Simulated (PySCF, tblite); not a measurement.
# C₆H₁₂BClO: geometry, infrared bands and NMR shifts

Wanted: the infrared bands and NMR shifts of C₆H₁₂BClO (`C=C(C)BO[C@@H](C)CCl`), by calculation.

Programs: tblite 0.8.0 and PySCF 2.14.0, with density-fitted response routines of our own. Each step states its level of theory. These are calculated values for one molecule in the gas phase, unless marked as measured. Atoms count from 0, in the outputs and in this text.

## Step 1: The molecule as given

21 atoms, charge 0, multiplicity 1; geometry from: force field or distance geometry start.

Bonds of the start (Å): C0–C1 1.33, C1–C2 1.48, C1–B3 1.58, B3–O4 1.45, O4–C5 1.37, C5–C6 1.50, C5–C7 1.51, C7–Cl8 1.78, C0–H9 1.09, C0–H10 1.09, C2–H11 1.09, C2–H12 1.09, C2–H13 1.12, B3–H14 1.20, C5–H15 1.12, C6–H16 1.11, C6–H17 1.13, C6–H18 1.12, C7–H19 1.10, C7–H20 1.10.

## Step 2: Optimising the geometry with GFN2-xTB

Job settings and geometry (Å):

```
{"job": {"kind": "relax", "xc": "GFN2-xTB", "basis": "xTB"}, "charge": 0, "multiplicity": 1}
C     -2.716500     0.412400     1.360200
C     -2.089300     0.040500     0.251700
C     -2.638100    -1.122700    -0.480900
B     -0.789500     0.800900    -0.217800
O      0.377400     0.091900    -0.712200
C      1.530600     0.371500    -0.024500
C      2.044900    -0.901200     0.587100
C      2.649400     0.931100    -0.876000
Cl     4.061700     1.227700     0.162900
H     -3.621000    -0.110000     1.686000
H     -2.347100     1.263000     1.942100
H     -2.449000    -1.116900    -1.555200
H     -2.284200    -2.033800     0.003600
H     -3.752800    -1.090100    -0.335800
H     -0.992900     1.951000    -0.494600
H      1.303400     1.088100     0.805400
H      3.135100    -1.050100     0.447400
H      1.528800    -1.789100     0.117800
H      1.830300    -0.991000     1.679400
H      2.319300     1.855600    -1.383200
H      2.890800     0.188100    -1.654700
```

Launch:

```console
$ OMP_NUM_THREADS=1 python probes_run.py task.json out
```

The driver reads the jobs from task.json and runs them one after another.

**Question.** This job is followed by: GFN2-xTB harmonic vibrations, gas phase; GIAO PBE0/pcSseg-1 NMR shielding, non-relativistic, gas phase. Predict these results of the whole session: strongest single infrared mode (GFN2-xTB); zero-point energy (GFN2-xTB); 13C shifts against TMS (PBE0/pcSseg-1); 1H shifts against TMS (PBE0/pcSseg-1, means over atoms taken as alike); 11B shifts against BF3·OEt2 (PBE0/pcSseg-1); 17O shifts against H2O (PBE0/pcSseg-1); 35Cl shifts against HCl (PBE0/pcSseg-1).

**Answer**, as computed:

| quantity | value |
| --- | --- |
| strongest single infrared mode (GFN2-xTB) | 1314 cm⁻¹, 203 km/mol |
| zero-point energy (GFN2-xTB) | 106.2 kcal/mol |
| 13C shifts against TMS (PBE0/pcSseg-1) | 157.3, 145.2, 83.9, 54.0, 25.1, 23.3 ppm |
| 1H shifts against TMS (PBE0/pcSseg-1, means over atoms taken as alike) | 6.39, 6.04, 5.19, 4.31, 3.62, 3.48, 1.90, 1.51 ppm |
| 11B shifts against BF3·OEt2 (PBE0/pcSseg-1) | 41.4 ppm |
| 17O shifts against H2O (PBE0/pcSseg-1) | 229.7 ppm |
| 35Cl shifts against HCl (PBE0/pcSseg-1) | 65 ppm |

In words: The optimisation took 143 steps and gained 1.383 eV; among the close pairs (by a distance rule), B3–O4 changed most, from 1.452 to 1.334 Å. No mode is imaginary among the 57: a minimum at this level. The strongest single mode, at 1314 cm⁻¹, is carried by H15, B3, O4. GFN2-xTB is a fitted tight-binding method: band positions and strengths are rough. Its intensities can rank the bands wrongly. The most deshielded carbon is C1 (fully substituted alkene carbon), at 157.3 ppm: an sp2 carbon of a C=C bond. At PBE0/pcSseg-1: The widest tensor belongs to O4: span 360 ppm, with a paramagnetic part of -296 ppm.
